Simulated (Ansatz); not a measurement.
This script drives Ansatz 0.2.0, Python API.

Script `methods.py`:
```python
from pathlib import Path

import ansatz as az
import numpy as np

GEOMETRY = '''
N    -0.37010    1.14970    0.30170
Si    0.09740   -0.31980    0.84500
O     1.22130   -0.68300   -0.29390
F    -1.04860   -1.28810    0.52540
H     0.29950    1.52330   -0.36750
H    -1.24030    1.04930   -0.28860
H     1.10200   -1.49950   -0.76780
'''

geometry = az.Crystal.molecule()
for line in GEOMETRY.strip().splitlines():
    symbol, *xyz = line.split()
    geometry = geometry.atom(symbol, [float(v) for v in xyz])

base = geometry.calculation()
base = base.basis(gaussian='def2-SVP')
base = base.spin('collinear', total=1)

print('functional    E (Ha)        dipole (D)   HOMO (eV)  LUMO (eV)')
for name in ['b3lyp', 'blyp', 'hse06', 'revpbe', 'pbe', 'r2scan']:
    summary = base.functional(name).forces().orbitals().run(threads=1, pin='off', runs_dir='runs').report
    lines = Path(summary['orbitals_path']).read_text().splitlines()
    field_of = lambda key: [line.split('=')[1].strip() for line in lines if line.startswith(key)]
    orbitals = [(27.211386 * float(e), s, float(n)) for e, s, n in zip(field_of('Ene='), field_of('Spin='), field_of('Occup='))]
    homo = max(e for e, _, n in orbitals if n > 0.5)
    lumo = min(e for e, _, n in orbitals if n < 0.5)
    dipole = 4.803205 * np.linalg.norm(summary['charge_distribution']['dipole_moment_e_ang'])
    print(f'{name:10s} {summary["free_energy_ev"] / 27.211386246:14.6f} {dipole:9.3f} {homo:11.3f} {lumo:10.3f}')
```

It is started by `python methods.py`. Estimate its wall time and peak memory on 1 thread of Arm Neoverse V1, with other jobs on the host.

It took about 25 s, with a peak of 0.26 GiB, for 6 runs of the engine.

```console
$ python methods.py
functional    E (Ha)        dipole (D)   HOMO (eV)  LUMO (eV)
b3lyp         -520.906068     1.321      -6.041     -2.679
blyp          -520.839612     1.426      -4.797     -3.223
hse06         -520.516363     1.348      -5.956     -2.623
revpbe        -520.744520     1.438      -4.993     -2.995
pbe           -520.496965     1.485      -5.000     -3.147
r2scan        -520.759034     1.391      -5.455     -2.626
```

What to keep in mind:
- Total energies depend on the basis set; only differences at equal settings carry meaning.
- The geometry is a force-field or estimated start, not a minimum of this method, and the basis set is short of its limit. A lower total doesn't mark the better method: functionals have no common bound, and MP2 and coupled cluster aren't variational.
- The run takes the species as open-shell (spin multiplicity 2), which needn't be its ground state.
- b3lyp holds the VWN-RPA fit, as in Gaussian; the form of ORCA and Turbomole is b3lyp5.
- Levels such as HOMO and LUMO are orbital energies: with these approximate functionals they aren't the ionisation energy and electron affinity, and their gap isn't the fundamental gap.
- hse06 follows the composition of plane-wave codes, whose totals differ by tens of mHa, up to about 0.1 Ha, from the form usual in Gaussian-basis programs (wpbeh).
